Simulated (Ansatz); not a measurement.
**HF/STO-3G run of SnHBrOF2 (SMILES [OH][Sn]([F])([F])[Br])**

Aim: the vertical singlet–triplet gap of SnHBrOF2 at HF/STO-3G, from 2 runs. 

Program for the calculation: Ansatz 0.2.0.

84 further runs of the same task are left out: 2 that didn't finish, 82 set aside as unsound or not needed. Runs told in other sessions of the task aren't counted.

### Step 1. The system as given

The species is SnHBrOF2 (6 atoms), meant as a singlet with charge 0. SMILES: `[OH][Sn]([F])([F])[Br]`. The coordinates come from a PBE0-D4/def2-TZVP relaxation. This is one conformer, not always the lowest.

Bond lengths: O1–Sn2 1.925 Å, Sn2–F3 1.886 Å, Sn2–F4 1.895 Å, Sn2–Br5 2.424 Å, O1–H6 0.962 Å. Angles: O1–Sn2–F3 105.7°, O1–Sn2–F4 109.6°, O1–Sn2–Br5 115.8°, F3–Sn2–F4 105.9°, F3–Sn2–Br5 110.7°, F4–Sn2–Br5 108.6°, Sn2–O1–H6 113.6°.

### Step 2. A single-point energy at HF/STO-3G

Input file job.yaml:

```yaml
crystal:
  periodic: [false, false, false]
  atoms:
    - {symbol: O, position_ang: [-0.508100, 0.063600, 1.499700]}
    - {symbol: Sn, position_ang: [-0.078900, -0.013200, -0.374900]}
    - {symbol: F, position_ang: [-1.653500, 0.495100, -1.280000]}
    - {symbol: F, position_ang: [0.253500, -1.809000, -0.879000]}
    - {symbol: Br, position_ang: [1.795600, 1.350200, -1.085700]}
    - {symbol: H, position_ang: [0.233500, -0.150700, 2.073700]}
basis:
  gaussian:
    orbitals: STO-3G
hamiltonian:
  xc: hf
accuracy: high
output:
  orbitals: {seedname: orbitals}
```

Command:

```
$ ansatz run job.yaml --threads 1 --pin off --max-ram 2610MiB --events-out events.jsonl --progress --plain --runs-dir runs
```

The log of the run:

```text
Warning: RAYON_NUM_THREADS=1 ignored (pool sized by the plan → 1); use --threads N
Functional definition: HF
  name "HF"
  exchange = exact_x
  correlation = 0
1118 factors; integrals over basis functions are off by at most 4.0e-8 eV
mean field evaluation 1: about -238872.3300 eV, gradient 2.8e1 eV
mean field evaluation 2: about -238872.4385 eV, gradient 2.8e1 eV
mean field evaluation 4: about -238876.4942 eV, gradient 1.8e0 eV
mean field evaluation 8: about -238876.5118 eV, gradient 8.4e-5 eV
mean field -238876.51179161 eV, -8778.5498920264 hartree, gradient 7.8e-8 eV, S^2 0.000000; 0 other end points of the search recorded, 0 dependent functions left out
reference -238876.51179161 eV, -8778.5498920264 hartree; 56, 56 occupied and 5, 5 virtual orbitals, 1118 factors
Total energy: -238876.51179161 eV, -8778.5498920264 hartree
```

Run time: 2 s. Hardware: 1 thread of Arm Neoverse V2, shared host; peak memory 0.18 GiB.

### Step 3. The triplet at the same level

Input file in.yaml:

```yaml
crystal:
  periodic: [false, false, false]
  atoms:
    - {symbol: O, position_ang: [-0.508100, 0.063600, 1.499700]}
    - {symbol: Sn, position_ang: [-0.078900, -0.013200, -0.374900]}
    - {symbol: F, position_ang: [-1.653500, 0.495100, -1.280000]}
    - {symbol: F, position_ang: [0.253500, -1.809000, -0.879000]}
    - {symbol: Br, position_ang: [1.795600, 1.350200, -1.085700]}
    - {symbol: H, position_ang: [0.233500, -0.150700, 2.073700]}
basis:
  gaussian:
    orbitals: STO-3G
output:
  orbitals: {seedname: orbitals}
hamiltonian:
  xc: hf
accuracy: high
magnetization:
  spin_polarized: true
  initial_magnetization: 2
```

Command:

```
$ ansatz run in.yaml --threads 1 --pin off --max-ram 2610MiB --events-out events.jsonl --progress --plain --runs-dir runs
```

The log of the run:

```text
Warning: RAYON_NUM_THREADS=1 ignored (pool sized by the plan → 1); use --threads N
[... 4 set-up lines as earlier in the session ...]
1118 factors; integrals over basis functions are off by at most 4.0e-8 eV
mean field evaluation 1: about -238865.1378 eV, gradient 1.8e1 eV
mean field evaluation 2: about -238865.4314 eV, gradient 1.9e1 eV
mean field evaluation 4: about -238870.5246 eV, gradient 2.5e0 eV
mean field evaluation 8: about -238870.7586 eV, gradient 1.1e-1 eV
mean field evaluation 16: about -238870.7510 eV, gradient 3.6e-8 eV
mean field evaluation 32: about -238870.3677 eV, gradient 9.1e-1 eV
mean field evaluation 64: about -238870.0993 eV, gradient 4.4e-1 eV
mean field evaluation 96: about -238865.1366 eV, gradient 1.8e1 eV
mean field -238870.75101498 eV, -8778.3381873902 hartree, gradient 3.6e-8 eV, S^2 2.013763; 1 other end points of the search recorded, 0 dependent functions left out
reference -238870.75101498 eV, -8778.3381873902 hartree; 57, 55 occupied and 4, 6 virtual orbitals, 1118 factors
Total energy: -238870.75101498 eV, -8778.3381873902 hartree
```

Wall time 8.7 s (1 thread of Arm Neoverse V2, shared host); peak memory 0.29 GiB.

### Step 4. Results

Level: HF/STO-3G.

```
                                        quantity           value
                           singlet: total energy  -8778.54989 Eh
                            singlet: HOMO energy        -8.82 eV
                            singlet: LUMO energy         7.12 eV
                          singlet: HOMO–LUMO gap        15.95 eV
                           triplet: total energy  -8778.33819 Eh
     triplet: HOMO energy (highest over α and β)        -1.42 eV
      triplet: LUMO energy (lowest over α and β)         4.33 eV
                                   triplet: ⟨S²⟩           2.014
vertical energy of the triplet above the singlet        5.761 eV
```

At this shape the triplet lies 5.76 eV (133 kcal/mol) above the singlet. In a minimal basis such a difference can be off by several eV, whatever the method. Relativity is left out (singlet) although the molecule holds a heavy atom. Relativity is left out (triplet) although the molecule holds a heavy atom.
